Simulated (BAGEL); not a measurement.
# GaH5S (Ga(H2S)H3) at B3LYP/6-31G(d) (density fitting with qzvpp-jkfit, spherical functions)

Aim: the energy change on altering one bond length of GaH5S (Ga(H2S)H3) at B3LYP/6-31G* (density fitting with qzvpp-jkfit, spherical functions), from 2 runs. 

The results are computed with BAGEL 1.2.2.

6 further runs of the same task are left out: 5 that didn't finish, 1 set aside as unsound or not needed.

## (1) Starting point

GaH5S has 7 atoms, charge 0, and is taken as a singlet. SMILES: `[H][Ga]([H])([H])<-[SH2]`. The shape comes from GFN2-xTB, which is rough for such elements, and wasn't checked as a minimum.

Bond lengths: Ga1–S2 2.519 Å, S2–H3 1.334 Å, S2–H4 1.335 Å, Ga1–H5 1.541 Å, Ga1–H6 1.555 Å, Ga1–H7 1.541 Å. Angles: Ga1–S2–H3 91.9°, Ga1–S2–H4 91.7°, S2–Ga1–H5 99.3°, S2–Ga1–H6 94.5°, S2–Ga1–H7 99.0°, H3–S2–H4 92.6°, H5–Ga1–H6 117.5°, H5–Ga1–H7 119.8°, H6–Ga1–H7 117.5°.

## (2) A single-point energy at B3LYP/6-31G(d) (density fitting with qzvpp-jkfit, spherical functions)

Input file job.json:

```json
{ "bagel" : [

{
  "title" : "molecule",
  "basis" : "6-31gs.json",
  "df_basis" : "qzvpp-jkfit",
  "angstrom" : true,
  "geometry" : [
    { "atom" : "Ga", "xyz" : [       0.135150,      -0.228190,      -1.006970 ] },
    { "atom" : "S", "xyz" : [       0.147170,      -0.250200,       1.512210 ] },
    { "atom" : "H", "xyz" : [       0.511150,       1.032540,       1.566350 ] },
    { "atom" : "H", "xyz" : [      -1.151550,       0.052790,       1.561520 ] },
    { "atom" : "H", "xyz" : [       1.654590,      -0.188910,      -1.262680 ] },
    { "atom" : "H", "xyz" : [      -0.645400,       1.112110,      -1.113390 ] },
    { "atom" : "H", "xyz" : [      -0.651100,      -1.530120,      -1.257050 ] }
  ]
},

{
  "title" : "ks",
  "xc_func" : "b3lyp"
},

{
  "title" : "print",
  "file" : "orbitals.molden",
  "orbitals" : true
}

]}
```

The basis set 6-31G* is read from a file made from the Basis Set Exchange's data (not shown).

On the command line:

```sh
$ BAGEL_NUM_THREADS=1 BAGEL job.json > job.out
```

The program printed:

```text
* using 1 threads per process

  ===============================================================
  ===============================================================

  *** Geometry ***

  { "atom" : "Ga", "xyz" : [      0.255396,     -0.431217,     -1.902898 ] },
  { "atom" : "S", "xyz" : [      0.278111,     -0.472809,      2.857663 ] },
  { "atom" : "H", "xyz" : [      0.965934,      1.951218,      2.959973 ] },
  { "atom" : "H", "xyz" : [     -2.176114,      0.099759,      2.950845 ] },
  { "atom" : "H", "xyz" : [      3.126722,     -0.356988,     -2.386119 ] },
  { "atom" : "H", "xyz" : [     -1.219629,      2.101583,     -2.104002 ] },
  { "atom" : "H", "xyz" : [     -1.230401,     -2.891508,     -2.375480 ] },

  Number of auxiliary basis functions:      484

  Since a DF basis is specified, we compute 2- and 3-index integrals:
    o Being stored without compression. Storage requirement is 0.014 GB

  Number of basis functions:       60
  Number of electrons      :       52

    * METHOD: MOLECULE                             0.20

  *** Kohn-Sham DFT ***

    * Removing 10876 points whose weight is below 1.00e-10
    * Grid points: 93466

  === Nuclear Repulsion ===
   170.0242836985

       - DIIS with orbital gradients will be used.

  === KS iteration (b3lyp / 6-31gs.json) ===
      0      -2263.17712680          0.12274920           0.26
      1      -2032.86296324          0.19616829           0.24
      2      -2105.71145640          0.10260164           0.24
      3      -2205.76278799          0.17038764           0.24
      4      -2212.95929880          0.21316216           0.24
      5      -2220.11620244          0.33880430           0.24
      6      -2237.34538180          0.20025768           0.24
      7      -2206.12053822          0.19281155           0.24
      8      -2110.04080833          0.14773552           0.24
      9      -2317.55181910          0.09482442           0.25
     10      -2325.02822829          0.06348352           0.24
     11      -2325.64343937          0.01667574           0.24
     12      -2325.74892360          0.01143259           0.24
     13      -2325.78018622          0.00469378           0.24
     14      -2325.78691475          0.00043044           0.24
     15      -2325.78696637          0.00010431           0.24
     16      -2325.78697148          0.00000850           0.24
     17      -2325.78697150          0.00000310           0.24
     18      -2325.78697151          0.00000051           0.24
     19      -2325.78697151          0.00000013           0.24
     20      -2325.78697151          0.00000012           0.24
     21      -2325.78697151          0.00000002           0.24
     22      -2325.78697151          0.00000000           0.24
    * SCF iteration converged.

    * Permanent dipole moment:
           (    0.252839,    -0.430272,    -1.332536) a.u.

    * METHOD: KS                                   5.87

    * METHOD: PRINT                                0.01

  ===============================================================
```

Wall time 6.3 s (1 thread of Arm Neoverse V2, shared host); peak memory 0.32 GiB.

## (3) The distorted shape, same level

Input file input.json:

```json
{ "bagel": [

{
  "title": "molecule",
  "basis": "6-31gs.json",
  "df_basis": "qzvpp-jkfit",
  "angstrom": true,
  "geometry": [
    { "atom": "Ga", "xyz": [       0.131544,      -0.221587,      -1.762728 ] },
    { "atom": "S", "xyz": [       0.147170,      -0.250200,       1.512210 ] },
    { "atom": "H", "xyz": [       0.511150,       1.032540,       1.566350 ] },
    { "atom": "H", "xyz": [      -1.151550,       0.052790,       1.561520 ] },
    { "atom": "H", "xyz": [       1.650984,      -0.182307,      -2.018438 ] },
    { "atom": "H", "xyz": [      -0.649006,       1.118713,      -1.869148 ] },
    { "atom": "H", "xyz": [      -0.654706,      -1.523517,      -2.012808 ] }
  ]
},

{ "title": "ks", "xc_func": "b3lyp" },

{ "title": "print", "file": "orbitals.molden", "orbitals": true }

]}
```

The basis set 6-31G* is read from a file made from the Basis Set Exchange's data (not shown).

On the command line:

```sh
$ BAGEL_NUM_THREADS=1 BAGEL input.json > input.out
```

The program printed:

```text
* using 1 threads per process

  ===============================================================
  ===============================================================

  *** Geometry ***

  { "atom" : "Ga", "xyz" : [      0.248582,     -0.418739,     -3.331073 ] },
  { "atom" : "S", "xyz" : [      0.278111,     -0.472809,      2.857663 ] },
  { "atom" : "H", "xyz" : [      0.965934,      1.951218,      2.959973 ] },
  { "atom" : "H", "xyz" : [     -2.176114,      0.099759,      2.950845 ] },
  { "atom" : "H", "xyz" : [      3.119908,     -0.344510,     -3.814295 ] },
  { "atom" : "H", "xyz" : [     -1.226444,      2.114061,     -3.532178 ] },
  { "atom" : "H", "xyz" : [     -1.237215,     -2.879030,     -3.803656 ] },

  Number of auxiliary basis functions:      484

  Since a DF basis is specified, we compute 2- and 3-index integrals:
    o Being stored without compression. Storage requirement is 0.014 GB

  Number of basis functions:       60
  Number of electrons      :       52

    * METHOD: MOLECULE                             0.20

  *** Kohn-Sham DFT ***

    * Removing 10041 points whose weight is below 1.00e-10
    * Grid points: 94301

  === Nuclear Repulsion ===
   142.1919514956

       - DIIS with orbital gradients will be used.

  === KS iteration (b3lyp / 6-31gs.json) ===
      0      -2255.20784237          0.17649570           0.26
      1      -2007.40730325          0.14091496           0.24
      2      -2095.51394021          0.09399729           0.24
      3      -2199.62138214          0.10078112           0.24
      4      -2306.10724269          0.22954486           0.25
      5      -2310.09505754          0.15137305           0.25
      6      -2311.35647860          0.14027741           0.25
      7      -2314.17774396          0.11030559           0.24
      8      -2295.31214361          0.18524306           0.24
      9      -2322.21878892          0.15109345           0.25
     10      -2320.78056444          0.05330968           0.24
     11      -2325.21778090          0.02751703           0.25
     12      -2325.69479092          0.01104169           0.25
     13      -2325.75014837          0.00676953           0.25
     14      -2325.77563205          0.00272692           0.25
     15      -2325.78080277          0.00083054           0.25
     16      -2325.78121195          0.00019518           0.25
     17      -2325.78123229          0.00011191           0.25
     18      -2325.78123535          0.00001338           0.25
     19      -2325.78123538          0.00000198           0.25
     20      -2325.78123539          0.00000051           0.25
     21      -2325.78123539          0.00000008           0.25
     22      -2325.78123539          0.00000001           0.25
     23      -2325.78123539          0.00000000           0.24
    * SCF iteration converged.

    * Permanent dipole moment:
           (    0.258012,    -0.438548,    -0.851634) a.u.

    * METHOD: KS                                   6.23

    * METHOD: PRINT                                0.01

  ===============================================================
```

It took 6.6 s on 1 thread of Arm Neoverse V2, shared host; peak memory 0.32 GiB.

## (4) What came out

Level: B3LYP/6-31G* (density fitting with qzvpp-jkfit, spherical functions).

| quantity | value |
| --- | --- |
| first shape: total energy | -2325.78697 Eh |
| first shape: dipole moment | 3.62 D |
| first shape: HOMO energy | -7.59 eV |
| first shape: LUMO energy | -0.54 eV |
| first shape: HOMO–LUMO gap | 7.06 eV |
| distorted shape: total energy | -2325.78124 Eh |
| distorted shape: dipole moment | 2.52 D |
| distorted shape: HOMO energy | -7.91 eV |
| distorted shape: LUMO energy | -1.33 eV |
| distorted shape: HOMO–LUMO gap | 6.58 eV |
| energy change with the Ga1–S2 bond stretched from 2.519 to 3.275 Å | 0.156 eV |

With the Ga1–S2 bond stretched from 2.519 to 3.275 Å the energy rises by 0.16 eV (15.1 kJ/mol). The first shape isn't relaxed at this level, so the change isn't measured from a minimum.
